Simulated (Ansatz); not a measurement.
# CH8B2SSi: molecular dynamics

The plan is to follow the molecule's vibrations and see whether its bonds hold. The start is relaxed first. Runs: 526 steps of 0.5 fs under a Nosé-Hoover thermostat at 300 K. SMILES of the start: CB([SiH3])BS.

Method: RKS B3LYP-D4/STO-3G, in Ansatz 0.2.0.

## Step 1: Starting point

Bond lengths: C1–B2 1.558 Å, B2–Si3 1.930 Å, B2–B4 1.691 Å, B4–S5 1.888 Å, C1–H6 1.177 Å, C1–H7 1.133 Å, C1–H8 1.056 Å, Si3–H9 1.502 Å, Si3–H10 1.504 Å, Si3–H11 1.435 Å, B4–H12 1.139 Å, S5–H13 1.443 Å. Angles (14 of 19 angles, heavy atoms first): C1–B2–Si3 118.7°, C1–B2–B4 123.1°, Si3–B2–B4 118.1°, B2–B4–S5 119.1°, B2–C1–H6 108.3°, B2–C1–H7 110.7°, B2–C1–H8 114.1°, B2–Si3–H9 109.2°, B2–Si3–H10 108.5°, B2–Si3–H11 110.9°, B2–B4–H12 119.9°, S5–B4–H12 120.5°, B4–S5–H13 96.0°, H6–C1–H7 104.9°.

Structure file:

```xyz
13

C    -0.6901    0.5373    1.2920
B     0.0894   -0.0533    0.0797
Si    0.6270   -1.9060    0.1377
B     0.5599    0.8722   -1.2552
S    -0.0394    2.6579   -1.3906
H    -1.7209    0.9521    0.9029
H    -0.1516    1.4412    1.7124
H    -0.8683   -0.1561    2.0686
H     0.2082   -2.5018    1.4510
H     2.1290   -1.9696    0.1016
H     0.0701   -2.6356   -0.9655
H     1.1167    0.3816   -2.1196
H    -1.3095    2.3453   -2.0002
```

## Step 2: Preparing the start

The input, input.yaml:

```yaml
crystal:
  periodic: [false, false, false]
  atoms:
    - { symbol: C, position_ang: [-0.6901, 0.5373, 1.292] }
    - { symbol: B, position_ang: [0.0894, -0.0533, 0.0797] }
    - { symbol: Si, position_ang: [0.627, -1.906, 0.1377] }
    - { symbol: B, position_ang: [0.5599, 0.8722, -1.2552] }
    - { symbol: S, position_ang: [-0.0394, 2.6579, -1.3906] }
    - { symbol: H, position_ang: [-1.7209, 0.9521, 0.9029] }
    - { symbol: H, position_ang: [-0.1516, 1.4412, 1.7124] }
    - { symbol: H, position_ang: [-0.8683, -0.1561, 2.0686] }
    - { symbol: H, position_ang: [0.2082, -2.5018, 1.451] }
    - { symbol: H, position_ang: [2.129, -1.9696, 0.1016] }
    - { symbol: H, position_ang: [0.0701, -2.6356, -0.9655] }
    - { symbol: H, position_ang: [1.1167, 0.3816, -2.1196] }
    - { symbol: H, position_ang: [-1.3095, 2.3453, -2.0002] }
basis:
  gaussian: { orbitals: STO-3G }
hamiltonian:
  xc: b3lyp
  dispersion: d4
relax:
  f_tol: 0.02
  max_steps: 40
scf:
  lower_state_search: "off"
```

Started as:

```sh
$ ansatz run input.yaml --threads 1 --pin off --max-ram 2048MiB --backend cpu --events-out ev --progress --plain --runs-dir out
```

The runs that follow: Dynamics.

Before running it: what results should come out? Wanted: relaxation of the start; temperature, first and last step; temperature, second half; potential energy, second half; largest change of the conserved energy; bonds formed or broken.

**Answer**, as computed:

| quantity | value |
| --- | --- |
| relaxation of the start | 24 moves, 2.335 eV lower |
| length | 526 steps of 0.5 fs |
| temperature, first and last step | 300 and 185 K |
| temperature, second half | mean 194 K, from 126 to 267 K |
| potential energy, second half | +16 meV/atom from the start |
| largest change of the conserved energy | 0.17 meV/atom |
| bonds formed or broken | 0 |

In words: Against a set 300 K the second half averages 194 K with a spread of 27 K; 16 meV/atom has gone into potential energy, and a thermostat that acts over some 300 fs has not made it up in 263 fs. The conserved energy strays from its start by at most 0.17 meV/atom, 0.8 % of the mean kinetic energy, so a step of 0.5 fs is short enough over this time. The bonds all hold. 263 fs on 13 atoms is far too short and small for converged averages. The nuclei move classically, without zero-point motion, which matters most for hydrogen. In so small a basis the energies are only a sketch.
